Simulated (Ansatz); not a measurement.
**GeP4: from a guess to a relaxed structure**

The task: take a trial cell of GeP4 to zero force and stress.

Method: DFT PBE, scalar-relativistic, plane waves, PAW, in Ansatz 0.2.0.

## Step 1: The starting structure

It takes space group Im-3m (No. 229, cubic). Conventional cell: a = 5.852 Å, b = 5.852 Å, c = 5.852 Å, α = 90.00°, β = 90.00°, γ = 90.00°. Around Ge (site symmetry m-3m) lie 8 P at 2.53 Å. Around P (site symmetry -3m) lie 2 Ge at 2.53 Å.

As a file:

```cif
data_structure
_symmetry_space_group_name_H-M 'P 1'
_symmetry_Int_Tables_number 1
_cell_length_a 5.0683
_cell_length_b 5.0683
_cell_length_c 5.0683
_cell_angle_alpha 109.471
_cell_angle_beta 109.471
_cell_angle_gamma 109.471
_cell_volume 100.23
loop_
_atom_site_label
_atom_site_type_symbol
_atom_site_fract_x
_atom_site_fract_y
_atom_site_fract_z
_atom_site_occupancy
Ge1 Ge 0.00000 0.00000 0.00000 1
P1 P 0.00000 0.00000 0.50000 1
P2 P 0.50000 0.00000 0.00000 1
P3 P 0.00000 0.50000 0.00000 1
P4 P 0.50000 0.50000 0.50000 1
```

The cell is invented: species swapped into a database cell of Hg4Pt (Im-3m, No. 229), with P on the Hg sites and Ge on the Pt sites. Its size is a rough estimate.

## Step 2: Probe: one point on a coarse mesh

Contents of input.yaml:

```yaml
crystal:
  lattice:
    - [-2.92621179, 2.92621179, 2.92621179]
    - [2.92621179, -2.92621179, 2.92621179]
    - [2.92621179, 2.92621179, -2.92621179]
  atoms:
    - { symbol: Ge, position: [0.0, 0.0, 0.0] }
    - { symbol: P, position: [0.0, 0.0, 0.5] }
    - { symbol: P, position: [0.5, 0.0, 0.0] }
    - { symbol: P, position: [0.0, 0.5, 0.0] }
    - { symbol: P, position: [0.5, 0.5, 0.5] }
basis:
  ecutwfc: 420
kpoints:
  mp_grid: { grid: [4, 4, 4] }
hamiltonian:
  xc: pbe
scf:
  occupations: { method: gaussian, width: 0.1 }
  lower_state_search: "off"
output:
  forces: true
  stress: true
  eigenvalues: true
```

Run with:

```
ansatz run input.yaml --threads 1 --pin off --max-ram 2560MiB --backend cpu --events-out ev --progress --plain --runs-dir out
```

Output (excerpt; [...] marks lines left out):

```text
Warning: RAYON_NUM_THREADS=1 ignored (pool sized by the plan → 1); use --threads N
[...]
Pseudopotentials: kind: paw
Pseudopotential: Ge, paw, valence charge 14, recommended cutoff 420 eV (normal), Ge.paw.azcp
Pseudopotential: P, paw, valence charge 5, recommended cutoff 420 eV (normal), P.paw.azcp
Functional definition: PBE
[...]
Crystal: 5 atoms, lattice volume = 100.225 Å³
Basis set: ecut = 420 eV, 1961 PW (Γ), exchange–correlation on 72×72×72 points (8 copies of the dense FFT grid, shifted against one another)
Bands: 22, of which v1, the nominal top of the filled ones, is band 17 counted from 1 (16 counted from 0)
Symmetry: 48 space group operations
Space group: Im-3m (ITA 229), of the structure as read, at distance tolerance 4.6e-5 Å
k-points: 8 of 64
[...]
SCF iter   1: F=—  HF=-7313.652598 eV  |F-HF|=—  |Δ(HF+E_count)|=         —  Δρ=2.96e-3  dr2=1.51e-2  ethr=1.77e-3  ⟨swp⟩=7.8  Hψ=975  notcnv=0
[...]
SCF iter   6: F=-7313.648782 eV  HF=-7313.648782 eV  |F-HF|=9.75e-8  |Δ(HF+E_count)|=   6.47e-7  Δρ=7.71e-6  dr2=3.79e-8  ethr=2.94e-10  ⟨swp⟩=9.0  Hψ=963  notcnv=0
[...]
SCF converged after 6 iterations
Free energy (F): -7313.648782 eV
[...]
E sigma→0 (E₀):  -7313.644527 eV
Entropy (-TS):   -0.008510 eV (-1.702 meV/atom)
Fermi energy:    7.300515 eV
[...]
--- Forces (eV/Å), atoms counted from 1 ---
  atom   1  Ge    -0.00000000     0.00000000     0.00000000
  atom   2  P      0.00000000     0.00000000    -0.00000000
  atom   3  P      0.00000000    -0.00000000    -0.00000000
  atom   4  P      0.00000000    -0.00000000    -0.00000000
  atom   5  P      0.00000000    -0.00000000     0.00000000
[...]
--- Stress (GPa, compression-positive) ---
       -3.867118       0.000000       0.000000
        0.000000      -3.867118       0.000000
        0.000000       0.000000      -3.867118
  P = ⅓ Tr σ = -3.8671 GPa (-38.671 kbar)
--- Band table (eV; the first three rows and the last of 8) ---
  k-point 0: bands = ["-17.8395", "-17.8395", "-17.8395", "-17.8083", "-17.8083", "-6.8735", "-1.3836", "-1.3836", "-1.3836", "1.2100", "1.2100", "1.2100", "1.7434", "3.8599", "3.8599", "3.8599", "8.8741", "8.8741", "8.8741", "9.8101", "9.8101", "10.8340"]
[...]
```

It took 1.2 s on 1 thread of Arm Neoverse V2, shared host; peak memory 0.32 GiB.

From the probe: pressure -3.9 GPa, largest force 0.00 eV/Å, gap on this mesh none (metal). The relaxation goes to the converged mesh at once.

## Step 3: Final relaxation

Edit input.yaml of step 2 so:

```diff
@@ -14,3 +14,3 @@
 kpoints:
-  mp_grid: { grid: [4, 4, 4] }
+  mp_grid: { grid: [10, 10, 10] }
 hamiltonian:
@@ -19,3 +19,2 @@
   occupations: { method: gaussian, width: 0.1 }
-  lower_state_search: "off"
 output:
@@ -24 +23,10 @@
   eigenvalues: true
+  write_density: true
+  write_potential: true
+  elf: true
+  volumetric_format: npy
+relax:
+  adjacent_minimum: "off"
+  f_tol: 0.01
+  max_steps: 80
+  cell: { stress_tol: 0.05 }
```

Run with:

```
ansatz run input.yaml --threads 1 --pin off --max-ram 2560MiB --backend cpu --events-out ev --progress --plain --runs-dir out
```

Output:

```text
Warning: RAYON_NUM_THREADS=1 ignored (pool sized by the plan → 1); use --threads N
Engine: ansatz 0.2.0, aarch64-unknown-linux-gnu
[... 4 set-up lines as earlier in the session ...]
  parameter kappa = 0.804
  parameter beta = 0.06672455060314922
  exchange = pbe_x(kappa = kappa, mu = beta*pi^2/3)
  correlation = pbe_c(beta = beta)
Crystal: 5 atoms, lattice volume = 100.225 Å³
Basis set: ecut = 420 eV, 1961 PW (Γ), exchange–correlation on 72×72×72 points (8 copies of the dense FFT grid, shifted against one another)
Bands: 22, of which v1, the nominal top of the filled ones, is band 17 counted from 1 (16 counted from 0)
[... 2 set-up lines as earlier in the session ...]
k-points: 47 of 1000
Non-local potential: Ge, projectors of the file, l = 0: 2, l = 1: 2, l = 2: 3, l = 3: 1
Non-local potential: P, projectors of the file, l = 0: 2, l = 1: 2, l = 2: 2
PAW form: soft (Blöchl's): semilocal exchange-correlation on the pseudo side does not see the compensation charge
PAW one-centre angular grid: Ge, 590 points (default); XC on 64 Gauss nodes
PAW one-centre angular grid: P, 110 points (default); XC on 64 Gauss nodes
Initial density: superposition of atomic densities (neutral atoms: chi_scale 0, normalization atom), corrected by the library's trained network
Initial wavefunctions: pseudopotential atomic-orbital guess
Functional: x = pbe(κ = 0.804, μ = 0.2195149727645171), c = pbe(β = 0.06672455060314922)
SCF iter   1: F=—  HF=-7313.642603 eV  |F-HF|=—  |Δ(HF+E_count)|=         —  Δρ=1.33e-3  dr2=1.88e-3  ethr=1.77e-3  ⟨swp⟩=7.8  Hψ=5857  notcnv=0
preconditioner: auto → Kerker (q_TF=auto, 2.278 Å⁻¹)  [metal: Δε(μ)=0.003 eV  Ē_g=7.479 eV  σ=0.100 eV  W_gap=0.02  n_scr=18 (ndim 8)  ℏωp=18.2 eV  f_vac=0.002  D(μ)=3.77/eV (n_scr^D=18)]
SCF iter   2: F=—  HF=-7313.642497 eV  |F-HF|=—  |Δ(HF+E_count)|=   1.06e-4  Δρ=7.41e-4  dr2=7.23e-4  ethr=5.54e-6  ⟨swp⟩=2.9  Hψ=2282  notcnv=0  defer=2
SCF iter   3: F=—  HF=-7313.643803 eV  |F-HF|=—  |Δ(HF+E_count)|=   1.31e-3  Δρ=3.66e-4  dr2=1.19e-4  ethr=2.13e-6  ⟨swp⟩=2.0  Hψ=1809  notcnv=0  defer=2
SCF iter   4: F=—  HF=-7313.643806 eV  |F-HF|=—  |Δ(HF+E_count)|=   3.31e-6  Δρ=1.70e-4  dr2=4.93e-5  ethr=3.51e-7  ⟨swp⟩=2.0  Hψ=1754  notcnv=0  defer=2
SCF iter   5: F=—  HF=-7313.643883 eV  |F-HF|=—  |Δ(HF+E_count)|=   7.75e-5  Δρ=6.60e-5  dr2=3.65e-6  ethr=1.45e-7  ⟨swp⟩=2.0  Hψ=1812  notcnv=0  defer=2
SCF iter   6: F=-7313.643884 eV  HF=-7313.643884 eV  |F-HF|=4.71e-8  |Δ(HF+E_count)|=   4.33e-7  Δρ=8.42e-6  dr2=5.34e-8  ethr=2.94e-10  ⟨swp⟩=12.0  Hψ=9053  notcnv=0
SCF 1 converged in 6 iterations: F = -7313.643884 eV  dr2 = 5.34e-8
relax step   1: F+E_penalty+E_count = -7313.64388384 eV  Δ(F+E_penalty+E_count) = +0.000e0 eV  max|allowed force component| = 1.440e-30 eV/Å  Δτ_max = 0.0000 Å  P = -3.599 GPa  Ω = 100.225 Å³  (6 SCF iters, dr2 threshold 1.00e-7 eV, accepted)
Crystal: 5 atoms, lattice volume = 95.053 Å³
Basis set: ecut = 420 eV, 1865 PW (Γ), exchange–correlation on 72×72×72 points (8 copies of the dense FFT grid, shifted against one another)
Initial density: handed on by an earlier stage of this run
Initial wavefunctions: those handed on with the density
iter 1 solved again at ethr=1.44e-5 eV; its pass at ethr=3.10e-3 eV (dr2=4.89e-3 eV) is discarded
SCF iter   1: F=—  HF=-7313.711020 eV  |F-HF|=—  |Δ(HF+E_count)|=         —  Δρ=1.73e-3  dr2=4.86e-3  ethr=1.44e-5  ⟨swp⟩=2.1  Hψ=6895  notcnv=0
preconditioner: auto → Kerker (q_TF=auto, 2.299 Å⁻¹)  [metal: Δε(μ)=0.012 eV  Ē_g=7.739 eV  σ=0.100 eV  W_gap=0.07  n_scr=18 (ndim 8)  ℏωp=18.7 eV  f_vac=0.000  D(μ)=3.58/eV (n_scr^D=18)]
SCF iter   2: F=—  HF=-7313.710424 eV  |F-HF|=—  |Δ(HF+E_count)|=   5.96e-4  Δρ=1.11e-3  dr2=2.22e-3  ethr=1.43e-5  ⟨swp⟩=1.0  Hψ=1034  notcnv=0
SCF iter   3: F=—  HF=-7313.710084 eV  |F-HF|=—  |Δ(HF+E_count)|=   3.40e-4  Δρ=2.86e-4  dr2=9.25e-5  ethr=6.54e-6  ⟨swp⟩=2.2  Hψ=1563  notcnv=0
SCF iter   4: F=—  HF=-7313.710089 eV  |F-HF|=—  |Δ(HF+E_count)|=   5.54e-6  Δρ=1.72e-4  dr2=3.40e-5  ethr=2.72e-7  ⟨swp⟩=2.3  Hψ=1726  notcnv=0
SCF iter   5: F=—  HF=-7313.710115 eV  |F-HF|=—  |Δ(HF+E_count)|=   2.59e-5  Δρ=4.34e-5  dr2=4.06e-6  ethr=1.00e-7  ⟨swp⟩=2.3  Hψ=1820  notcnv=0
SCF iter   6: F=-7313.710119 eV  HF=-7313.710119 eV  |F-HF|=1.82e-7  |Δ(HF+E_count)|=   3.18e-6  Δρ=1.35e-5  dr2=2.95e-7  ethr=1.47e-9  ⟨swp⟩=9.8  Hψ=8265  notcnv=0
SCF 2 converged in 6 iterations: F = -7313.710119 eV  dr2 = 2.95e-7
relax step   2: F+E_penalty+E_count = -7313.71011879 eV  Δ(F+E_penalty+E_count) = -6.623e-2 eV  max|allowed force component| = 2.869e-30 eV/Å  Δτ_max = 0.0000 Å  P = -0.320 GPa  Ω = 95.053 Å³  energy of the carried Pulay correction = +7.279e-4 eV  (6 SCF iters, dr2 threshold 5.00e-7 eV, accepted)
Crystal: 5 atoms, lattice volume = 94.577 Å³
iter 1 solved again at ethr=1.47e-7 eV; its pass at ethr=3.10e-3 eV (dr2=5.01e-5 eV) is discarded
SCF iter   1: F=—  HF=-7313.710640 eV  |F-HF|=—  |Δ(HF+E_count)|=         —  Δρ=1.82e-4  dr2=5.44e-5  ethr=1.47e-7  ⟨swp⟩=2.6  Hψ=6402  notcnv=0
preconditioner: auto → Kerker (q_TF=auto, 2.301 Å⁻¹)  [metal: Δε(μ)=0.016 eV  Ē_g=7.762 eV  σ=0.100 eV  W_gap=0.09  n_scr=18 (ndim 8)  ℏωp=18.7 eV  f_vac=0.000  D(μ)=3.54/eV (n_scr^D=18)]
SCF iter   2: F=—  HF=-7313.710626 eV  |F-HF|=—  |Δ(HF+E_count)|=   1.44e-5  Δρ=1.16e-4  dr2=2.41e-5  ethr=1.47e-7  ⟨swp⟩=1.0  Hψ=1034  notcnv=0
SCF iter   3: F=—  HF=-7313.710623 eV  |F-HF|=—  |Δ(HF+E_count)|=   2.73e-6  Δρ=3.50e-5  dr2=1.62e-6  ethr=7.10e-8  ⟨swp⟩=2.6  Hψ=1878  notcnv=0
SCF iter   4: F=—  HF=-7313.710623 eV  |F-HF|=—  |Δ(HF+E_count)|=   1.83e-7  Δρ=2.05e-5  dr2=4.76e-7  ethr=4.78e-9  ⟨swp⟩=2.1  Hψ=1703  notcnv=0
SCF iter   5: F=-7313.710623 eV  HF=-7313.710623 eV  |F-HF|=1.97e-8  |Δ(HF+E_count)|=   4.10e-7  Δρ=3.04e-6  dr2=1.09e-8  ethr=7.51e-10  ⟨swp⟩=11.0  Hψ=7585  notcnv=0
SCF 3 converged in 5 iterations: F = -7313.710623 eV  dr2 = 1.09e-8
relax step   3: F+E_penalty+E_count = -7313.71062305 eV  Δ(F+E_penalty+E_count) = -5.043e-4 eV  max|allowed force component| = 2.603e-30 eV/Å  Δτ_max = 0.0000 Å  P = +0.028 GPa  Ω = 94.577 Å³  energy of the carried Pulay correction = +7.967e-4 eV  (5 SCF iters, dr2 threshold 2.55e-7 eV, accepted)
Initial wavefunctions: pseudopotential atomic-orbital guess (no wavefunctions were taken with the density)
iter 1 solved again at ethr=9.58e-8 eV; its pass at ethr=3.10e-3 eV (dr2=3.26e-5 eV) is discarded
SCF iter   1: F=—  HF=-7313.710003 eV  |F-HF|=—  |Δ(HF+E_count)|=         —  Δρ=2.93e-5  dr2=1.34e-7  ethr=9.58e-8  ⟨swp⟩=4.7  Hψ=9452  notcnv=0
preconditioner: auto → Kerker (q_TF=auto, 2.301 Å⁻¹)  [metal: Δε(μ)=0.015 eV  Ē_g=7.761 eV  σ=0.100 eV  W_gap=0.09  n_scr=18 (ndim 8)  ℏωp=18.7 eV  f_vac=0.000  D(μ)=3.55/eV (n_scr^D=18)]
SCF iter   2: F=—  HF=-7313.709995 eV  |F-HF|=—  |Δ(HF+E_count)|=   8.69e-6  Δρ=2.18e-5  dr2=1.65e-7  ethr=3.95e-10  ⟨swp⟩=2.0  Hψ=1847  notcnv=0
SCF iter   3: F=—  HF=-7313.709995 eV  |F-HF|=—  |Δ(HF+E_count)|=   2.04e-7  Δρ=7.92e-6  dr2=2.16e-8  ethr=3.95e-10  ⟨swp⟩=3.0  Hψ=2010  notcnv=0
SCF iter   4: F=—  HF=-7313.709995 eV  |F-HF|=—  |Δ(HF+E_count)|=   1.79e-8  Δρ=1.00e-6  dr2=7.24e-10  ethr=6.36e-11  ⟨swp⟩=2.0  Hψ=1826  notcnv=0
SCF iter   5: F=—  HF=-7313.709995 eV  |F-HF|=—  |Δ(HF+E_count)|=   1.39e-9  Δρ=2.52e-7  dr2=9.71e-11  ethr=2.13e-12  ⟨swp⟩=2.0  Hψ=1821  notcnv=0
SCF iter   6: F=-7313.709995 eV  HF=-7313.709995 eV  |F-HF|=1.82e-12  |Δ(HF+E_count)|=  1.37e-10  Δρ=6.82e-8  dr2=7.72e-12  ethr=1.00e-12  ⟨swp⟩=8.1  Hψ=5677  notcnv=0
SCF 4 converged in 6 iterations: F = -7313.709995 eV  dr2 = 7.72e-12
relax step   4: F+E_penalty+E_count = -7313.70999498 eV  Δ(F+E_penalty+E_count) = +6.281e-4 eV  max|allowed force component| = 2.630e-30 eV/Å  Δτ_max = 0.0000 Å  P = +0.020 GPa  Ω = 94.577 Å³  stress off target by 1.97e-2 GPa  SCF on the basis re-selected at this cell (its energy is not comparable with the rows above)  (6 SCF iters)
basis re-selected at this cell: Δ(F+E_penalty+E_count) = +6.281e-4 eV, ΔP = -0.008 GPa vs the last step (what re-selecting the basis moved, of the pressure what is left beyond the Pulay correction that the steps carried, after the strain that the cell walked since its last selection, with what the two solves' SCF thresholds leave and, on support functions, any second-order correction that the steps lacked; it is no measure of the basis error at this ecutwfc). This SCF's stress stands 1.97e-2 GPa from its target on what of the cell is left free (relax.cell.stress_tol is 5.00e-2 GPa) and its largest allowed force component is 2.63e-30 eV/Å (relax.f_tol is 1.00e-2 eV/Å): within both
SCF converged after 6 iterations
Free energy (F): -7313.709995 eV
Harris-Foulkes:  -7313.709995 eV  (|F-HF|=1.82e-12)
Internal energy: -7313.692266 eV  (E = F + TS)
E sigma→0 (E₀):  -7313.701130 eV
Entropy (-TS):   -0.017729 eV (-3.546 meV/atom)
Fermi energy:    7.985274 eV
--- Per-component energies (eV) ---
  E_band       = -119.975152
  E_kinetic    = 382.335238
  E_local      = -3083.956848  (includes V_loc(G=0)·N_el)
  E_nonlocal   = 553.101396
  E_hartree    = 1335.308124
  E_xc         = -316.958852
  E_vxc        = -301.971366  (∫ρ·V_xc dr)
  E_paw        = -4295.514591  (= ΣΔE_a)
  E_vpaw       = -340.100055  (= ΣTr[D̂ρ^β])
  E_aug_tail   = 0.000329  (compensation charges beyond the density's cutoff)
  E_ewald      = -1888.007061
  E_smearing   = -0.017729  (= −TS)
  E_closure    = -0.000000  (closes the sum)
  Σ components = -7313.709995   (vs F -7313.709995, Δ=0.00e0)
--- Forces (eV/Å), atoms counted from 1 ---
  atom   1  Ge     0.00000000     0.00000000     0.00000000
  atom   2  P     -0.00000000    -0.00000000    -0.00000000
  atom   3  P      0.00000000     0.00000000    -0.00000000
  atom   4  P      0.00000000    -0.00000000     0.00000000
  atom   5  P      0.00000000    -0.00000000    -0.00000000
  max |Σ_I F_I| component: 4.60e-30 eV/Å
--- Stress (GPa, compression-positive) ---
        0.019660      -0.000000       0.000000
       -0.000000       0.019660      -0.000000
        0.000000      -0.000000       0.019660
  P = ⅓ Tr σ = 0.0197 GPa (0.197 kbar)
--- Band table (eV; the first three rows and the last of 47) ---
  k-point 0: bands = ["-17.0165", "-17.0165", "-17.0165", "-16.9771", "-16.9771", "-6.6169", "-0.6778", "-0.6778", "-0.6778", "1.6096", "1.6096", "1.6096", "2.5430", "4.3421", "4.3421", "4.3421", "9.7137", "9.7137", "9.7137", "10.2843", "10.2843", "11.8655"]
  k-point 1: bands = ["-17.0165", "-17.0163", "-17.0161", "-16.9771", "-16.9771", "-6.5431", "-1.0233", "-0.8772", "-0.7364", "1.2720", "1.6256", "1.9634", "3.2985", "4.3572", "4.3694", "4.5410", "9.2416", "9.3566", "9.7717", "10.5197", "10.5799", "11.5984"]
  k-point 2: bands = ["-17.0166", "-17.0159", "-17.0153", "-16.9772", "-16.9771", "-6.3249", "-1.8292", "-1.2568", "-0.8780", "1.0116", "1.6646", "2.8036", "4.3527", "4.4290", "4.7098", "5.0999", "8.3187", "8.5867", "9.9258", "10.7958", "11.1000", "11.3921"]
  k-point 46: bands = ["-17.0131", "-17.0131", "-17.0131", "-16.9777", "-16.9777", "-3.4684", "-3.4684", "-3.4684", "-3.4152", "1.8120", "2.3040", "2.3040", "5.4157", "5.4157", "5.4157", "9.2755", "9.2755", "9.2755", "11.0032", "11.0032", "11.0032", "11.4861"]
--- Relaxed structure (3 steps of the walk, 3 accepted, 1 SCFs on fresh bases) ---
  F+E_penalty+E_count = -7313.70999498 eV   max|allowed force component| = 2.630e-30 eV/Å   (the final SCF, on the basis selected at the relaxed cell)
  cell:  # Å, volume = 94.5772 Å³
    - [-2.870177481233901, 2.870177481233901, 2.870177481233901]
    - [2.870177481233901, -2.870177481233901, 2.870177481233901]
    - [2.870177481233901, 2.870177481233901, -2.870177481233901]
  atoms:
    - { symbol: Ge, position: [-2.1938830617907087e-36, 3.304536361821744e-35, 2.235018369199073e-35] }
    - { symbol: P, position: [0.0, 0.0, 0.5] }
    - { symbol: P, position: [0.5, 0.0, 0.0] }
    - { symbol: P, position: [0.0, 0.5, 0.0] }
    - { symbol: P, position: [0.5, 0.5, 0.5] }
```

It took 25 s on 1 thread of Arm Neoverse V2, shared host; peak memory 0.41 GiB.

The steps of the relaxation:

| step | energy from step 1 (eV/cell) | largest force component (eV/Å) | pressure (GPa) | volume (Å³) |
| --- | --- | --- | --- | --- |
| 1 | 0.0000 | 0.0000 | -3.60 | 100.23 |
| 2 | -0.0662 | 0.0000 | -0.32 | 95.05 |
| 3 | -0.0667 | 0.0000 | 0.03 | 94.58 |
| 4 | -0.0661 | 0.0000 | 0.02 | 94.58 |

Step 1 is the start. Step 4 repeats the geometry before it on a plane-wave basis chosen anew for that cell, so its energy need not be comparable with the rows above.

Lengths and angles in the start's conventional setting:

|  | before | after | change |
| --- | --- | --- | --- |
| a (Å) | 5.852 | 5.740 | -1.9 % |
| b (Å) | 5.852 | 5.740 | -1.9 % |
| c (Å) | 5.852 | 5.740 | -1.9 % |
| volume (Å³/atom) | 20.05 | 18.92 | -5.6 % |
| shortest distance (Å) | 2.534 | 2.486 | -1.9 % |
| space group (0.01 Å) | Im-3m | Im-3m | same |

Forces and stress were held to the start's 48 operations: a distortion of lower symmetry was not tested.

Axes a, b and c in the maps are those of this run's conventional cell (a, b, c = 5.740, 5.740, 5.740 Å).

Density in a lattice plane of the grid's cell (edges 5.74 and 5.74 Å, at 0.250 of the third edge), which holds P.

Values in e/Å³, 12 rows by 12 columns:
```
0.16 0.22 0.38 0.48 0.35 0.16 0.09 0.16 0.35 0.48 0.38 0.22
0.22 0.38 0.65 0.50 0.63 0.35 0.19 0.35 0.63 0.50 0.65 0.38
0.25 0.48 0.50 0.02 0.50 0.48 0.25 0.48 0.50 0.02 0.50 0.48
0.19 0.35 0.63 0.50 0.65 0.38 0.22 0.38 0.65 0.50 0.63 0.35
0.09 0.16 0.35 0.48 0.38 0.22 0.16 0.22 0.38 0.48 0.35 0.16
0.06 0.09 0.19 0.25 0.22 0.16 0.13 0.16 0.22 0.25 0.19 0.09
0.09 0.16 0.35 0.48 0.38 0.22 0.16 0.22 0.38 0.48 0.35 0.16
0.19 0.35 0.63 0.50 0.65 0.38 0.22 0.38 0.65 0.50 0.63 0.35
0.25 0.48 0.50 0.02 0.50 0.48 0.25 0.48 0.50 0.02 0.50 0.48
0.22 0.38 0.65 0.50 0.63 0.35 0.19 0.35 0.63 0.50 0.65 0.38
0.16 0.22 0.38 0.48 0.35 0.16 0.09 0.16 0.35 0.48 0.38 0.22
0.13 0.16 0.22 0.25 0.19 0.09 0.06 0.09 0.19 0.25 0.22 0.16
```
Columns run along the first of these edges and rows up along the second, over one cell in 12 and 12 even steps from the bottom left corner. Atoms in the plane (fractional): P at (0.25, 0.75), P at (0.75, 0.25), P at (0.75, 0.75), P at (0.25, 0.25).

ELF in the same plane.

Values, 12 rows by 12 columns:
```
0.21 0.36 0.65 0.78 0.73 0.45 0.17 0.45 0.73 0.78 0.65 0.36
0.33 0.65 0.69 0.35 0.74 0.73 0.38 0.73 0.74 0.35 0.70 0.65
0.45 0.78 0.35 0.04 0.35 0.78 0.45 0.78 0.35 0.04 0.35 0.78
0.38 0.73 0.74 0.35 0.69 0.65 0.33 0.65 0.70 0.35 0.74 0.73
0.17 0.45 0.73 0.78 0.65 0.36 0.21 0.36 0.65 0.78 0.73 0.45
0.07 0.17 0.38 0.45 0.33 0.21 0.17 0.21 0.33 0.45 0.38 0.17
0.17 0.45 0.73 0.78 0.65 0.36 0.21 0.36 0.65 0.78 0.73 0.45
0.38 0.73 0.74 0.36 0.70 0.65 0.33 0.65 0.69 0.35 0.74 0.73
0.45 0.78 0.36 0.06 0.36 0.78 0.45 0.78 0.35 0.04 0.35 0.78
0.33 0.65 0.70 0.36 0.74 0.73 0.38 0.73 0.74 0.35 0.69 0.65
0.21 0.36 0.65 0.78 0.73 0.45 0.17 0.45 0.73 0.78 0.65 0.36
0.17 0.21 0.33 0.45 0.38 0.17 0.07 0.17 0.38 0.45 0.33 0.21
```
Columns run along the first of these edges and rows up along the second, over one cell in 12 and 12 even steps from the bottom left corner. Atoms in the plane (fractional): P at (0.25, 0.75), P at (0.75, 0.25), P at (0.75, 0.75), P at (0.25, 0.25).

Both are smooth fields of the valence electrons: close to the nuclei they are not physical.

The highest ELF values outside the cores: 0.84 in the shell around P, 0.9 Å from P.

[end of part 1 of 2]
